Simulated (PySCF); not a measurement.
# C5H11AlGe: the cost of one run

The runs use PySCF 2.14.0, with density-fitted response routines of our own; the level of theory stands in each step. All values are computed, except where a source is named. Atoms count from 0, in the outputs and in this text.

### 1 The starting structure

18 atoms, charge 0, multiplicity 1; geometry from: GFN2-xTB.

Bonds of the start (Å): C0–C1 1.53, C1–C2 1.45, C2–C3 1.22, C3–Al4 1.93, Al4–C5 1.99, C5–Ge6 1.97, C0–H7 1.09, C0–H8 1.09, C0–H9 1.09, C1–H10 1.09, C1–H11 1.09, Al4–H12 1.55, C5–H13 1.10, C5–H14 1.10, Ge6–H15 1.50, Ge6–H16 1.50, Ge6–H17 1.51.

### 2 Ultraviolet spectrum: wB97X-D/def2-SVPD

The job: settings as JSON, then the geometry in Å.

```
{"job": {"kind": "uv", "xc": "wB97X-D", "basis": "def2-SVPD", "nstates": 8, "ntriplets": 3}, "charge": 0, "multiplicity": 1}
C     -3.006256     0.749715     0.788522
C     -2.950884    -0.009087    -0.539500
C     -1.581892    -0.331177    -0.893612
C     -0.423889    -0.591208    -1.162485
Al     1.444555    -0.947121    -1.512398
C      2.813054    -1.097039    -0.071902
Ge     2.802603     0.595738     0.940313
H     -2.565345     0.153249     1.584432
H     -2.451927     1.683025     0.714961
H     -4.037417     0.975534     1.052050
H     -3.390437     0.600178    -1.335742
H     -3.527320    -0.936868    -0.463597
H      1.971817    -0.963939    -2.966211
H      3.828662    -1.236940    -0.470397
H      2.644639    -1.911779     0.644826
H      1.473444     0.903911     1.555317
H      3.140233     1.762754     0.061172
H      3.807601     0.607373     2.062596
```

Level: TDDFT wB97X-D/def2-SVPD, vertical, gas phase, core orbitals frozen in the response.

The run is started by

```sh
> OMP_NUM_THREADS=1 python probes_run.py task.json out
```

This one command runs all jobs of the session in turn.

**Question.** How long does this job take on 1 thread of Arm Neoverse N1, shared host, and how much memory does it need?

About 2.2 min, with a peak of 1.1 GiB.
